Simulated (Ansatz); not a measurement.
# ScB (triplet): wave-function methods side by side at distance Sc1–B2 = 7.146 Å, def2-SVP

One table from this session's results is given with a row withheld; the runs are named, their logs left out.

Method: def2-SVP, core rule «outside noble gas», up to 10 orbitals frozen; program: Ansatz 0.2.0, Gaussian basis.

Plan: UHF; CCSD(T) on ROHF; CCSD(T) on UHF; CISD; CCSDT(Q) on ROHF; CCSDT(Q) on UHF; CASSCF and MRCISD+Q, 4 electrons in 4 orbitals; CASSCF and NEVPT2, 4 electrons in 4 orbitals; Full CI.

46 further runs of the same task are left out: 22 for a known fault of the program, 13 that didn't finish, 11 set aside as unsound or not needed.

**The geometry**

The geometry derives from a PBE0/def2-TZVP stationary point (not a proven minimum). One bond is set to the value named and the two fragments are kept rigid.

2 atoms, charge 0, spin multiplicity 3.

Atoms are counted from 1 here; the program's logs count them from 0.

No contacts short enough for the rule that draws bonds.

The first run:

The input, in.yaml:

```yaml
crystal:
  periodic: [false, false, false]
  atoms:
    - {symbol: Sc, position_ang: [0.000000, 0.000000, 0.000000]}
    - {symbol: B, position_ang: [0.000000, 0.000000, 7.146000]}
basis:
  gaussian: {orbitals: def2-SVP}
magnetization: {spin_polarized: true, initial_magnetization: 2}
hamiltonian: {xc: hf}
output: {orbitals: {seedname: orbitals}}
```

Command:

```console
$ ansatz run in.yaml --threads 1 --pin off --events-out ev --progress --plain --max-ram 2393MiB
```

Among the steps run: UHF; CCSD(T) on ROHF; CCSD(T) on UHF; CISD; CCSDT(Q) on ROHF; CCSDT(Q) on UHF; CASSCF and MRCISD+Q, 4 electrons in 4 orbitals; CASSCF and NEVPT2, 4 electrons in 4 orbitals; Full CI.

One table of the session follows, with a row left open; its other results are not shown here.

It belongs to the step «Misses and costs». 

```
     method  from FCI (kJ/mol)
       ROHF             +253.0
        UHF             +242.0
       RMP2              +90.7
       UMP2                  ?
       CISD              +21.5
      RCCSD               +5.8
      UCCSD               +3.2
   RCCSD(T)               +1.9
   UCCSD(T)               -0.5
     RCCSDT               -0.1
     UCCSDT               -2.4
  RCCSDT(Q)               -0.1
  UCCSDT(Q)               -2.4
CASSCF pair             +204.5
NEVPT2 pair              +78.9
        FCI                  0
```

Estimate the missing values for UMP2.

The run gave: from FCI (kJ/mol): +88.0. In the column «from FCI (kJ/mol)» it lies between NEVPT2 pair (+78.9) and RMP2 (+90.7).

Not comparable, so not listed: CASSCF and MRCISD+Q, 4 electrons in 4 orbitals (they don't share determinant, frozen orbitals or solution with the rows shown, or repeat one).

Caveats from the session: UCCSD(T), UCCSDT, UCCSDT(Q) fall below full CI: unrestricted runs freeze a spin-polarised core, another one than full CI's, and coupled cluster isn't variational. Levels on UHF freeze UHF's core orbitals, full CI those of ROHF, so the U rows can settle a little off it for that reason alone. Restricted and unrestricted rows rest on different reference determinants; where their highest levels disagree by more than a few hundredths of an eV, they describe different states and don't form one ladder. Warnings in the runs' records: passed over end.
